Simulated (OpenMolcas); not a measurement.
# Rh⁵⁺ among point charges: CASSCF and CASPT2 levels and susceptibility

Aim: the splitting of the states of Rh⁵⁺ in the field of 6 point charges, its lowest levels with spin-orbit coupling and its magnetic susceptibility.

Method: state-averaged CASSCF and CASPT2, spin-orbit coupling by RASSI with atomic mean-field integrals. Code: OpenMolcas 26.06.

**1. What is computed**

- Species: Rh⁵⁺ (rhodium, Z = 45, 40 electrons)
- Basis: ANO-RCC-VTZP [7s6p4d2f1g], 68 functions
- Scalar Hamiltonian: DKH2, point nucleus
- Inactive shells: 1s 2s 2p 3s 3p 3d 4s 4p
- Active space: 4 electrons in 5 orbitals (4d)
- Some configurations of this space: 4d⁴
- Orbitals: optimised for each spin and parity, averaged over all roots

The outer shells:

4d4
```
4d [↑ ][↑ ][↑ ][↑ ][  ]
```

The ion sits among 6 point charges of -1.7 e arranged as a tetragonal octahedron (D4h), 2.11 Å from the ion, with the axial distance 1.857 Å.

Each step is its own input file, run in one work folder so that later steps find the files of earlier ones. Labels, J, g values, rates, χT and fits are worked out afterwards by a script from the matrices that RASSI stores. The input lists half of the charges; inversion (Group=XYZ) makes the rest.

**2. GATEWAY and SEWARD: basis and integrals**

File a.inp:

```
&GATEWAY
Coord
1

Rh 0.0 0.0 0.0
Basis=ANO-RCC-VTZP
Group=XYZ
NoMove
AngMom=0.0 0.0 0.0
AMFI
XField
3 Angstrom 0
2.110000 0.000000 0.000000 -1.700000
0.000000 2.110000 0.000000 -1.700000
0.000000 0.000000 1.856800 -1.700000
&SEWARD
```

**3. Reference wave functions, quintets of even parity, 5 roots**

File a.inp:

```
&RASSCF
FileOrb=start.orb
Symmetry=1
Spin=5
nActEl=4 0 0
Inactive=9 9
Ras2=5 0
CIRoot=5 5 1
SDav=5
CIMx=300
Iter=120 100
PrWF=0.3
OrbListing=Nothing
MaxOrb=0
>>> COPY $Project.JobIph JOB001
```

start.orb holds the contracted functions of the basis, ordered by shell, or the orbitals of the step before.

**4. CASSCF: triplets of even parity, 45 roots**

File a.inp:

```
&RASSCF
FileOrb=start.orb
Symmetry=1
Spin=3
nActEl=4 0 0
Inactive=9 9
Ras2=5 0
CIRoot=45 45 1
SDav=45
CIMx=300
Iter=120 100
PrWF=0.3
OrbListing=Nothing
MaxOrb=0
>>> COPY $Project.JobIph JOB002
```

**5. Reference wave functions, singlets of even parity, 50 roots**

File a.inp:

```
&RASSCF
FileOrb=start.orb
Symmetry=1
Spin=1
nActEl=4 0 0
Inactive=9 9
Ras2=5 0
CIRoot=50 50 1
SDav=50
CIMx=300
Iter=120 100
PrWF=0.3
OrbListing=Nothing
MaxOrb=0
>>> COPY $Project.JobIph JOB003
```

**6. RASSI: spin-orbit coupling between the states**

File a.inp:

```
&RASSI
NrOfJobIphs=3 5 45 50
1 2 3 4 5
1 2 3 4 5 6 7 8 9 10 11 12 13 14 15 16 17 18 19 20 21 22 23 24 25 26 27
28 29 30 31 32 33 34 35 36 37 38 39 40 41 42 43 44 45
1 2 3 4 5 6 7 8 9 10 11 12 13 14 15 16 17 18 19 20 21 22 23 24 25 26 27
28 29 30 31 32 33 34 35 36 37 38 39 40 41 42 43 44 45 46 47 48 49 50
IphNames
JOB001
JOB002
JOB003
EJob
SpinOrbit
DIPRint=1.0
SOCoupling=1000.0
Subsets=2
Property=9
'ANGMOM' 1 'ANGMOM' 2 'ANGMOM' 3 'MLTPL  1' 1 'MLTPL  1' 2 'MLTPL  1' 3
'AMFI' 1 'AMFI' 2 'AMFI' 3
SOProperty=3
'ANGMOM' 1 'ANGMOM' 2 'ANGMOM' 3
```

**7. CASPT2: IPEA 0.25, imaginary shift 0.1 (closed shells correlated: 4s 4p)**

File a.inp:

```
>>> COPY JOB001 $Project.JobIph
&CASPT2
Multistate=5 1 2 3 4 5
NoMult
Frozen=8 6
IPEA=0.25
Imaginary=0.1
MaxIter=60
WThr=0.0 0.3 0.05
PrWF=0.5
NoMix
>>> COPY JOB002 $Project.JobIph
&CASPT2
Multistate=45 1 2 3 4 5 6 7 8 9 10 11 12 13 14 15 16 17 18 19 20 21 22
23 24 25 26 27 28 29 30 31 32 33 34 35 36 37 38 39 40 41 42 43 44 45
NoMult
Frozen=8 6
IPEA=0.25
Imaginary=0.1
MaxIter=60
WThr=0.0 0.3 0.05
PrWF=0.5
NoMix
>>> COPY JOB003 $Project.JobIph
&CASPT2
Multistate=50 1 2 3 4 5 6 7 8 9 10 11 12 13 14 15 16 17 18 19 20 21 22
23 24 25 26 27 28 29 30 31 32 33 34 35 36 37 38 39 40 41 42 43 44 45 46
47 48 49 50
NoMult
Frozen=8 6
IPEA=0.25
Imaginary=0.1
MaxIter=60
WThr=0.0 0.3 0.05
PrWF=0.5
NoMix
```

(Steps that only read results are left out.)

**Question.** What will these runs give? Wanted: spin-free ground state; first state of the same spin within the active space; lowest level; next level.

**Answer**, as computed:

```
                                            quantity                                                                        value
                                              method  SS-CASPT2, IPEA 0.25, imaginary shift 0.1 (closed shells correlated: 4s 4p)
                              spin-free ground state                                              5A1, 1-fold in its orbital part
first state of the same spin within the active space                                                             5B1 at 5730 cm⁻¹
                                        lowest level                                                                    1-fold A1
                                          next level                                                                   181.2 cm⁻¹
                                         χT at 300 K                                                               1.84 cm³ K/mol
                           effective moment at 300 K                                                                      3.83 μB
```

Cost by method:

| method | time of its own steps | time with the reference |
| --- | --- | --- |
| A. CASSCF | 26 s | 26 s |
| B. SS-CASPT2, IPEA 0.25, imaginary shift 0.1, +4s 4p | 12 s | 38 s |

Times are of one thread on a shared host.

The spin-free ground state (5A1) comes to 100 % from free-ion D terms and keeps the highest spin of the shell. χT at 300 K is 1.84, against 3.01 cm³ K/mol for the spin alone, so spin-orbit coupling lowers it. An active space of the d shell alone favours high spin; real ions in strong fields can be low spin. The field of point charges can differ much from that of real complexes. With metal d orbitals alone active, the gaps between spin states are rough; where two lie within a few thousand cm-1, their order is open. This is an electrostatic model: the charges have no orbitals.
